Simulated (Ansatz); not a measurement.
# C₂H₇BOS: one species, many methods

An exercise on one series of results from a longer session: the logs are not shown, and one member is left open.

Program: Ansatz 0.2.0, Gaussian basis. Level of theory: functionals in def2-TZVPP, the program's frozen cores in correlated methods. These are calculated values, not measurements.

The runs, in order: LDA (SPW92), PBE-D4, revPBE-D4, BLYP-D4, r2SCAN-D4, B97M-V, PBE0-D4, B3LYP-D4, r2SCANh-D4, r2SCAN0-D4, HSE06-D4, BHLYP-D4, CAM-B3LYP-D4, LC-ωPBE, ωB97X-V, ωB97M-V, B2PLYP, PBE-QIDH; CCSD(T)/def2-SVP; CCSD(T)/def2-TZVPP; MP2/def2-QZVPP; extrapolation to the limit; RPA on PBE.

## The relaxed structure

All runs share one geometry, relaxed beforehand with PBE0-D4 in a triple-zeta def2 set.

SMILES `CCB(O)S`, 12 atoms, charge 0, spin multiplicity 1.

Atoms are counted from 1 here; the program's logs count them from 0.

Bond lengths: C1–C2 1.524 Å, C1–H6 1.092 Å, C1–H7 1.093 Å, C1–H8 1.092 Å, C2–B3 1.570 Å, C2–H9 1.098 Å, C2–H10 1.098 Å, B3–O4 1.359 Å, B3–S5 1.829 Å, O4–H11 0.960 Å, S5–H12 1.341 Å. Angles: C2–C1–H6 111.2°, C2–C1–H7 111.5°, C2–C1–H8 111.2°, H6–C1–H7 107.9°, H6–C1–H8 107.0°, H7–C1–H8 107.9°, C1–C2–B3 115.1°, C1–C2–H9 110.3°, C1–C2–H10 110.3°, B3–C2–H9 108.1°, B3–C2–H10 108.1°, H9–C2–H10 104.4°, C2–B3–O4 119.4°, C2–B3–S5 122.3°, O4–B3–S5 118.3°, B3–O4–H11 115.2°, B3–S5–H12 96.6°.

As a file:

```xyz
12

C    -0.94950   -0.44171    1.26685
C     0.09362    0.40348    0.54613
B     0.41079   -0.04107   -0.92568
O    -0.23429   -1.11487   -1.45152
S     1.62722    0.83835   -1.97079
H    -1.90494   -0.42629    0.73843
H    -1.12322   -0.08158    2.28360
H    -0.63730   -1.48612    1.33034
H    -0.21760    1.45577    0.52486
H     1.03510    0.40868    1.11034
H     0.00601   -1.33342   -2.35526
H     1.97090    1.76378   -1.06321
```

The first run:

Contents of in.yaml:

```yaml
crystal:
  periodic: [false, false, false]
  atoms:
    - {symbol: C, position_ang: [-0.949501, -0.441709, 1.266850]}
    - {symbol: C, position_ang: [0.093623, 0.403479, 0.546131]}
    - {symbol: B, position_ang: [0.410794, -0.041070, -0.925680]}
    - {symbol: O, position_ang: [-0.234286, -1.114868, -1.451515]}
    - {symbol: S, position_ang: [1.627219, 0.838350, -1.970788]}
    - {symbol: H, position_ang: [-1.904938, -0.426288, 0.738430]}
    - {symbol: H, position_ang: [-1.123220, -0.081577, 2.283597]}
    - {symbol: H, position_ang: [-0.637302, -1.486120, 1.330340]}
    - {symbol: H, position_ang: [-0.217603, 1.455767, 0.524861]}
    - {symbol: H, position_ang: [1.035102, 0.408679, 1.110341]}
    - {symbol: H, position_ang: [0.006012, -1.333424, -2.355258]}
    - {symbol: H, position_ang: [1.970901, 1.763778, -1.063210]}
basis:
  gaussian: {orbitals: def2-TZVPP}
hamiltonian: {xc: lda}
output: {orbitals: {seedname: orbitals}}
```

Launch:

```
$ ansatz run in.yaml --threads 4 --pin off --events-out ev --progress --plain --max-ram 10444MiB
```

Steps of the session up to this table: LDA; PBE-D4 (GGA); revPBE-D4 (GGA); BLYP-D4 (GGA); r2SCAN-D4 (meta-GGA); B97M-V (meta-GGA); PBE0-D4 (hybrid); B3LYP-D4 (hybrid); r2SCANh-D4 (hybrid); r2SCAN0-D4 (hybrid); HSE06-D4 (hybrid); BHLYP-D4 (hybrid); CAM-B3LYP-D4 (range-separated); LC-ωPBE (range-separated); ωB97X-V (range-separated); ωB97M-V (range-separated); B2PLYP (double hybrid); PBE-QIDH (double hybrid).

One table of the session follows, with a row left open; its other results are not shown here.

It belongs to the step «Orbital energies across the functionals». 

| functional | HOMO (eV) | gap (eV) |
| --- | --- | --- |
| LDA (SPW92) | ? | ? |
| PBE-D4 | -6.37 | 5.64 |
| revPBE-D4 | -6.32 | 5.68 |
| BLYP-D4 | -6.21 | 5.49 |
| r2SCAN-D4 | -6.66 | 6.40 |
| B97M-V | -6.73 | 6.20 |
| PBE0-D4 | -7.61 | 7.79 |
| B3LYP-D4 | -7.36 | 7.20 |
| r2SCANh-D4 | -7.12 | 7.16 |
| r2SCAN0-D4 | -7.81 | 8.29 |
| HSE06-D4 | -7.21 | 7.01 |
| BHLYP-D4 | -8.71 | 9.62 |
| CAM-B3LYP-D4 | -8.95 | 9.98 |
| LC-ωPBE | -10.36 | 12.71 |
| ωB97X-V | -9.99 | 12.13 |
| ωB97M-V | -9.82 | 11.58 |

**Question.** Estimate the row for LDA (SPW92).

**Answer.** HOMO (eV): -6.50; gap (eV): 5.58. In the column «HOMO (eV)» it lies between r2SCAN-D4 (-6.66) and PBE-D4 (-6.37).
